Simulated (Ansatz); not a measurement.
# AlClH4O2: the cost of one run

All numbers below are computed with Ansatz 0.2.0 (RKS r2SCAN-D4/6-31G*).

**1. Starting point**

Bond lengths: Al1–Cl2 2.580 Å, Al1–O3 1.780 Å, O3–H4 1.010 Å, Al1–O5 1.780 Å, O5–H6 1.010 Å. Angles: Cl2–Al1–O3 120.0°, Cl2–Al1–O5 120.0°, O3–Al1–O5 120.0°, Al1–O3–H4 109.5°, Al1–O5–H6 109.5°.

Structure file:

```xyz
8

Al    0.0000    0.0000    0.0000
Cl    0.0000    0.0000    2.5800
O     1.5415    0.0000   -0.8900
H     1.8414   -0.9519   -1.0449
O    -1.5415    0.0000   -0.8900
H    -2.0512   -0.8467   -0.6815
H     0.0834    1.7631    0.5865
H     0.0710    1.5020    1.5585
```

**2. Pulling towards end A**

Springs on the bonds that form and break draw the guess towards this end; the thresholds are loose.

File input.yaml:

```yaml
crystal:
  periodic: [false, false, false]
  atoms:
    - { symbol: Al, position_ang: [0.0, 0.0, 0.0] }
    - { symbol: Cl, position_ang: [0.0, 0.0, 2.58] }
    - { symbol: O, position_ang: [1.5415, 0.0, -0.89] }
    - { symbol: H, position_ang: [1.8414, -0.9519, -1.0449] }
    - { symbol: O, position_ang: [-1.5415, 0.0, -0.89] }
    - { symbol: H, position_ang: [-2.0512, -0.8467, -0.6815] }
    - { symbol: H, position_ang: [0.0834, 1.7631, 0.5865] }
    - { symbol: H, position_ang: [0.071, 1.502, 1.5585] }
basis:
  gaussian: { orbitals: "6-31G*" }
hamiltonian:
  xc: r2scan
  dispersion: d4
relax:
  f_tol: 0.15
  max_steps: 25
  restrain:
    - { distance: [0, 6], at: 2.76, k: 30.0 }
    - { distance: [7, 1], at: 2.57, k: 30.0 }
    - { distance: [0, 1], at: 2.23, k: 30.0 }
    - { distance: [7, 6], at: 0.66, k: 30.0 }
output:
  orbitals: {}
```

On the command line:

```
$ ansatz run input.yaml --threads 2 --pin off --max-ram 3072MiB --backend cpu --events-out ev --progress --plain --runs-dir out
```

What time and memory should one allow on 2 threads of Intel Xeon 6975P-C (Granite Rapids), shared host?

About 18 s, with a peak of 0.18 GiB.
